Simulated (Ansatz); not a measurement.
# CH₄GeO₂: basis-set convergence

Aim: see how fast density functionals converge with the basis set for CH₄GeO₂.

Method: one geometry, several basis sets; program: Ansatz 0.2.0, Gaussian basis.

The runs, in order: PBE0-D4/def2-SVP; ωB97M-V/def2-SVP; PBE0-D4/def2-QZVPP; ωB97M-V/def2-QZVPP; the functionals' def2-TZVPP values are taken from earlier runs.

## 1. The relaxed structure

All runs share one geometry, relaxed beforehand with PBE0-D4 in a triple-zeta def2 set.

8 atoms, charge 0, spin multiplicity 1.

Atoms are counted from 1 here; the program's logs count them from 0.

Bond lengths: O1–C2 1.203 Å, C2–O3 1.318 Å, C2–H5 1.101 Å, O3–Ge4 1.840 Å, Ge4–H6 1.528 Å, Ge4–H7 1.528 Å, Ge4–H8 1.532 Å. Angles: O1–C2–O3 124.7°, O1–C2–H5 123.7°, O3–C2–H5 111.6°, C2–O3–Ge4 113.7°, O3–Ge4–H6 108.6°, O3–Ge4–H7 108.6°, O3–Ge4–H8 100.3°, H6–Ge4–H7 113.7°, H6–Ge4–H8 112.4°, H7–Ge4–H8 112.4°.

## 2. PBE0-D4 in def2-SVP

Input file in.yaml:

```yaml
crystal:
  periodic: [false, false, false]
  atoms:
    - {symbol: O, position_ang: [1.249839, -0.737777, 1.111613]}
    - {symbol: C, position_ang: [1.395931, 0.277783, 0.484065]}
    - {symbol: O, position_ang: [0.493245, 0.797832, -0.322841]}
    - {symbol: Ge, position_ang: [-1.061926, -0.179971, -0.420965]}
    - {symbol: H, position_ang: [2.310346, 0.889652, 0.516830]}
    - {symbol: H, position_ang: [-1.700905, -0.218480, 0.966856]}
    - {symbol: H, position_ang: [-0.732886, -1.562257, -0.983870]}
    - {symbol: H, position_ang: [-1.861544, 0.676117, -1.407488]}
basis:
  gaussian: {orbitals: def2-SVP}
hamiltonian: {xc: pbe0, dispersion: d4}
output: {orbitals: {seedname: orbitals}}
```

Launch:

```sh
ansatz run in.yaml --threads 2 --pin off --events-out ev --progress --plain --max-ram 4352MiB
```

After this run come: ωB97M-V in def2-SVP; PBE0-D4 in def2-QZVPP; ωB97M-V in def2-QZVPP.

**Question.** What will the summary of the whole plan be? Wanted: PBE0-D4: double and triple zeta above quadruple; ωB97M-V: double and triple zeta above quadruple.

**Answer**, as computed:

| quantity | value |
| --- | --- |
| PBE0-D4: double and triple zeta above quadruple | 14.76, 1.51 eV |
| ωB97M-V: double and triple zeta above quadruple | 14.88, 1.47 eV |

**Reading.** PBE0-D4 gains 13.25 eV from double to triple zeta, then 1.51 eV more. These are total energies; as a rule much of such shifts cancels in differences, which this series doesn't test. The LUMO of ωB97M-V is positive and keeps falling with the basis (2.13 to 1.32 eV): an unbound level that the basis holds in place.
